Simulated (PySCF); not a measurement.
# One shape, several levels: SiNH4ClO (SMILES N[SiH](O)Cl)

We compute a comparison of 6 runs (HF/STO-3G, HF/6-31G, HF/def2-SVP, B3LYP/6-31G*, M06-2X/def2-SVP, PBE0/def2-SVP) of SiNH4ClO. 

Program for the calculation: PySCF 2.14.0.

## (1) Starting point

SiNH4ClO has 8 atoms, charge 0, and is taken as a singlet. As SMILES, `N[SiH](O)Cl`. Geometry: relaxed at PBE0-D4/def2-TZVP. This is one conformer, not always the lowest.

Bond lengths: N1–Si2 1.700 Å, Si2–O3 1.631 Å, Si2–Cl4 2.058 Å, N1–H5 1.006 Å, N1–H6 1.007 Å, Si2–H7 1.474 Å, O3–H8 0.960 Å. Angles: N1–Si2–O3 111.2°, N1–Si2–Cl4 104.5°, O3–Si2–Cl4 112.6°, N1–Si2–H7 117.4°, O3–Si2–H7 103.8°, Cl4–Si2–H7 107.5°, Si2–N1–H5 120.7°, Si2–N1–H6 121.4°, Si2–O3–H8 116.7°, H5–N1–H6 112.4°.

## (2) Energy and gradient at HF/STO-3G (run 1)

Input file input.py:

```python
# N[SiH](O)Cl
from pyscf import gto

mol = gto.Mole()
mol.atom = '''
N       -0.749800       0.885600      -0.289000
Si       0.524400      -0.226200      -0.115300
O        0.551300      -0.861300       1.386900
Cl       0.173100      -1.641600      -1.566900
H       -1.217200       0.998000      -1.172700
H       -0.806900       1.712400       0.283000
H        1.896700       0.277200      -0.308600
H       -0.279500      -1.201200       1.726700
'''
mol.verbose = 4
mol.basis = 'sto-3g'
mol.max_memory = 1860
mol.build()

mf = mol.RHF()
mf.conv_tol = 1e-10
mf.kernel()
if not mf.converged:
    mf = mf.newton().run(mf.mo_coeff, mf.mo_occ)

energy = mf.e_tot
print('E(%s) = %.9f' % ('HF', energy))
grad = mf.nuc_grad_method().kernel()
dip = mf.dip_moment()
pop, q = mf.mulliken_pop()
```

Command:

```
$ OMP_NUM_THREADS=1 python input.py
```

The log of the run:

```text
PySCF version 2.14.0

[... 60 lines left out ...]
converged SCF energy = -870.180613605906
[... 12 lines left out ...]
Dipole moment(X, Y, Z, Debye): -0.64976,  2.64729,  1.26575
[... 2 lines left out ...]
pop of  0 N 2s            1.51002
pop of  0 N 2px           1.53850
pop of  0 N 2py           1.34524
pop of  0 N 2pz           1.25328
pop of  1 Si 1s           1.99959
pop of  1 Si 2s           1.98662
pop of  1 Si 3s           1.06325
pop of  1 Si 2px          1.96465
pop of  1 Si 2py          1.96359
pop of  1 Si 2pz          1.96265
pop of  1 Si 3px          0.73462
pop of  1 Si 3py          0.60518
pop of  1 Si 3pz          0.55059
pop of  2 O 1s            1.99761
pop of  2 O 2s            1.82393
pop of  2 O 2px           1.44091
pop of  2 O 2py           1.77834
pop of  2 O 2pz           1.45221
pop of  3 Cl 1s           1.99998
pop of  3 Cl 2s           1.99901
pop of  3 Cl 3s           1.98222
pop of  3 Cl 2px          1.99934
pop of  3 Cl 2py          1.99574
pop of  3 Cl 2pz          1.99542
pop of  3 Cl 3px          1.96443
pop of  3 Cl 3py          1.75350
pop of  3 Cl 3pz          1.73356
pop of  4 H 1s            0.82515
pop of  5 H 1s            0.83304
pop of  6 H 1s            1.14555
pop of  7 H 1s            0.80730
 ** Mulliken atomic charges  **
charge of    0N =     -0.64202
charge of    1Si =      1.16926
charge of    2O =     -0.49300
charge of    3Cl =     -0.42319
charge of    4H =      0.17485
charge of    5H =      0.16696
charge of    6H =     -0.14555
charge of    7H =      0.19270
```

Wall time 1.9 s (1 thread of Intel Xeon at 2.70GHz, shared host); peak memory 0.12 GiB.

## (3) Energy and forces at HF/6-31G (run 2)

Input file job.py:

```python
import pyscf.grad
from pyscf import gto, scf

mol = gto.M(
    atom='''
N       -0.749800       0.885600      -0.289000
Si       0.524400      -0.226200      -0.115300
O        0.551300      -0.861300       1.386900
Cl       0.173100      -1.641600      -1.566900
H       -1.217200       0.998000      -1.172700
H       -0.806900       1.712400       0.283000
H        1.896700       0.277200      -0.308600
H       -0.279500      -1.201200       1.726700
''',
    charge=0,
    verbose=4,
    spin=0,
    basis='6-31g',
    max_memory=1860,
)

mf = scf.RHF(mol)
mf.conv_tol = 1e-10
mf.kernel()
if not mf.converged:
    mf = mf.newton().run(mf.mo_coeff, mf.mo_occ)

e_final = mf.e_tot
print('E = %.10f Eh' % e_final)
grad = mf.Gradients().kernel()
mf.analyze()
```

Command:

```
$ OMP_NUM_THREADS=1 python job.py
```

The log of the run:

```text
PySCF version 2.14.0

[... 79 lines left out ...]
Two-electron Energy =                  562.433519742741964
[... 7 lines left out ...]
MO #4   energy= -15.568126296457   occ= 2
[... 5 lines left out ...]
MO #10  energy= -4.36077008985644  occ= 2
[... 5 lines left out ...]
MO #16  energy= -0.783352018379363 occ= 2
[... 5 lines left out ...]
MO #22  energy= -0.498091299415246 occ= 2
[... 5 lines left out ...]
MO #28  energy= 0.174958582689082  occ= 0
[... 5 lines left out ...]
MO #34  energy= 0.395313645344232  occ= 0
[... 5 lines left out ...]
MO #40  energy= 0.848807612562272  occ= 0
[... 5 lines left out ...]
MO #46  energy= 1.2174406411349    occ= 0
[... 5 lines left out ...]
MO #52  energy= 1.78229078991764   occ= 0
[... 24 lines left out ...]
pop of  2 O 1s            1.99999
pop of  2 O 2s            1.63782
pop of  2 O 3s            0.00396
pop of  2 O 2px           1.62687
pop of  2 O 2py           1.81796
pop of  2 O 2pz           1.66323
pop of  2 O 3px           0.00428
pop of  2 O 3py           0.00554
pop of  2 O 3pz           0.00550
pop of  3 Cl 1s           2.00000
pop of  3 Cl 2s           1.99998
pop of  3 Cl 3s           1.86468
pop of  3 Cl 4s           0.00304
pop of  3 Cl 2px          2.00000
pop of  3 Cl 2py          1.99999
pop of  3 Cl 2pz          1.99999
pop of  3 Cl 3px          1.94557
pop of  3 Cl 3py          1.77215
pop of  3 Cl 3pz          1.75389
pop of  3 Cl 4px          0.00201
pop of  3 Cl 4py          0.00196
pop of  3 Cl 4pz          0.00168
pop of  4 H 1s            0.74100
pop of  4 H 2s            0.01343
pop of  5 H 1s            0.74664
pop of  5 H 2s            0.01308
pop of  6 H 1s            1.10667
pop of  6 H 2s            0.00420
pop of  7 H 1s            0.64168
pop of  7 H 2s            0.01600
 ** Mulliken atomic charges  **
charge of    0N =     -0.76421
charge of    1Si =      1.15699
charge of    2O =     -0.76515
charge of    3Cl =     -0.34494
charge of    4H =      0.24557
charge of    5H =      0.24028
charge of    6H =     -0.11087
charge of    7H =      0.34233
Dipole moment(X, Y, Z, Debye): -1.67558,  3.03583,  0.57976
```

Wall time 4.8 s (1 thread of Intel Xeon at 2.70GHz, shared host); peak memory 0.13 GiB.

## (4) Energy and gradient at HF/def2-SVP (run 3)

Input file start.xyz:

```xyz
8
ClH4NOSi
N     -0.749800     0.885600    -0.289000
Si     0.524400    -0.226200    -0.115300
O      0.551300    -0.861300     1.386900
Cl     0.173100    -1.641600    -1.566900
H     -1.217200     0.998000    -1.172700
H     -0.806900     1.712400     0.283000
H      1.896700     0.277200    -0.308600
H     -0.279500    -1.201200     1.726700
```

Input file job.py:

```python
from pyscf import gto, scf

mol = gto.M(
    atom='start.xyz',
    verbose=3,
    basis='def2-svp',
    max_memory=1860,
)

myscf = scf.RHF(mol)
myscf.conv_tol = 1e-10
myscf.kernel()
if not myscf.converged:
    myscf = myscf.newton().run(myscf.mo_coeff, myscf.mo_occ)

e_tot = myscf.e_tot
print(f'total energy: {e_tot:.8f} hartree')
grad = myscf.nuc_grad_method().kernel()
myscf.analyze()
```

Command:

```
$ OMP_NUM_THREADS=1 python job.py
```

The log of the run:

```text
converged SCF energy = -879.870244413057
[... 13 lines left out ...]
MO #4   energy= -15.5498323521176  occ= 2
[... 7 lines left out ...]
MO #12  energy= -4.29391626526668  occ= 2
[... 7 lines left out ...]
MO #20  energy= -0.575712649469687 occ= 2
[... 7 lines left out ...]
MO #28  energy= 0.217855655766377  occ= 0
[... 7 lines left out ...]
MO #36  energy= 0.611600856809754  occ= 0
[... 7 lines left out ...]
MO #44  energy= 0.944636707984007  occ= 0
[... 7 lines left out ...]
MO #52  energy= 1.1627427313225    occ= 0
[... 7 lines left out ...]
MO #60  energy= 1.44203574277113   occ= 0
[... 7 lines left out ...]
MO #68  energy= 1.98848500275962   occ= 0
[... 7 lines left out ...]
MO #76  energy= 2.94447448597098   occ= 0
[... 7 lines left out ...]
MO #84  energy= 4.08835623400042   occ= 0
[... 9 lines left out ...]
Dipole moment(X, Y, Z, Debye): -1.79601,  2.05744,  0.58024
```

It took 6 s on 1 thread of Intel Xeon at 2.70GHz, shared host; peak memory 0.17 GiB.

Runs 4 to 5 aren't shown in full; the table further down has their settings and results.

## (5) Energy and gradient at PBE0/def2-SVP (run 6)

Input file run.py:

```python
import pyscf.grad
from pyscf import gto, dft

molecule = gto.Mole()
molecule.atom = '''
N   -0.749800   0.885600  -0.289000
Si   0.524400  -0.226200  -0.115300
O    0.551300  -0.861300   1.386900
Cl   0.173100  -1.641600  -1.566900
H   -1.217200   0.998000  -1.172700
H   -0.806900   1.712400   0.283000
H    1.896700   0.277200  -0.308600
H   -0.279500  -1.201200   1.726700
'''
molecule.max_memory = 1860
molecule.spin = 0
molecule.basis = 'def2-svp'
molecule.verbose = 4
molecule.build()

calc0 = dft.RKS(molecule)
calc0.xc = 'pbe0'
calc0.grids.level = 5
calc0.conv_tol = 1e-10
calc0.kernel()
if not calc0.converged:
    calc0 = calc0.newton().run(calc0.mo_coeff, calc0.mo_occ)

e_final = calc0.e_tot
print('E = %.10f Eh' % e_final)
grad = calc0.Gradients().kernel()
dip = calc0.dip_moment()
pop, q = calc0.mulliken_pop()
```

Command:

```
$ OMP_NUM_THREADS=1 python run.py
```

The log of the run:

```text
PySCF version 2.14.0

[... 75 lines left out ...]
converged SCF energy = -881.446813854241
[... 13 lines left out ...]
Dipole moment(X, Y, Z, Debye): -1.81777,  1.92857,  0.65170
[... 54 lines left out ...]
pop of  3 Cl 3px          0.75275
pop of  3 Cl 3py          0.70089
pop of  3 Cl 3pz          0.69807
pop of  3 Cl 4px          1.15984
pop of  3 Cl 4py          1.05074
pop of  3 Cl 4pz          1.04266
pop of  3 Cl 3dxy         0.00215
pop of  3 Cl 3dyz         0.00795
pop of  3 Cl 3dz^2        0.00331
pop of  3 Cl 3dxz         0.00194
pop of  3 Cl 3dx2-y2      0.00270
pop of  4 H 1s            0.70224
pop of  4 H 2s            0.10665
pop of  4 H 2px           0.01556
pop of  4 H 2py           0.01057
pop of  4 H 2pz           0.02207
pop of  5 H 1s            0.70613
pop of  5 H 2s            0.10568
pop of  5 H 2px           0.01232
pop of  5 H 2py           0.02000
pop of  5 H 2pz           0.01593
pop of  6 H 1s            0.74239
pop of  6 H 2s            0.35781
pop of  6 H 2px           0.00765
pop of  6 H 2py           0.00142
pop of  6 H 2pz           0.00049
pop of  7 H 1s            0.67328
pop of  7 H 2s            0.05856
pop of  7 H 2px           0.03168
pop of  7 H 2py           0.02025
pop of  7 H 2pz           0.02030
 ** Mulliken atomic charges  **
charge of    0N =     -0.40286
charge of    1Si =      0.71618
charge of    2O =     -0.38352
charge of    3Cl =     -0.29881
charge of    4H =      0.14291
charge of    5H =      0.13994
charge of    6H =     -0.10975
charge of    7H =      0.19592
```

It took 29 s on 1 thread of Intel Xeon at 2.70GHz, shared host; peak memory 0.82 GiB.

## (6) The series

| run | level | integration grid | energy (Eh) | dipole moment (D) | HOMO energy (eV) | LUMO energy (eV) | wall time |
| --- | --- | --- | --- | --- | --- | --- | --- |
| 1 | HF/STO-3G | – | -870.180614 | 3.01 | -9.21 | 9.90 | 1.9 s |
| 2 | HF/6-31G | – | -880.021996 | 3.52 | -11.80 | 4.47 | 4.8 s |
| 3 | HF/def2-SVP | – | -879.870244 | 2.79 | -11.53 | 4.51 | 6 s |
| 4 | B3LYP/6-31G* (spherical functions) | 5 | -882.182406 | 2.94 | -7.47 | 1.19 | 27 s |
| 5 | M06-2X/def2-SVP | 5 | -881.781625 | 2.75 | -9.18 | 2.13 | 41 s |
| 6 | PBE0/def2-SVP | 5 | -881.446814 | 2.73 | -7.74 | 1.42 | 29 s |

## (7) Outcome

```
                       quantity          value
            run 6: total energy  -881.44681 Eh
           run 6: dipole moment         2.73 D
             run 6: HOMO energy       -7.74 eV
             run 6: LUMO energy        1.42 eV
           run 6: HOMO–LUMO gap        9.16 eV
run 6: largest force on an atom     0.636 eV/Å
```

The dipole moment (its size) runs from 2.73 D (PBE0/def2-SVP) to 3.52 D (HF/6-31G). The two ends differ in method and basis. The HOMO–LUMO gap runs from 8.65 eV (B3LYP/6-31G*) to 19.11 eV (HF/STO-3G). Totals of different functionals can't be ranked against each other. In run 1 the basis is minimal, so the values are rough. All runs together took 1.8 min, the longest 41 s.
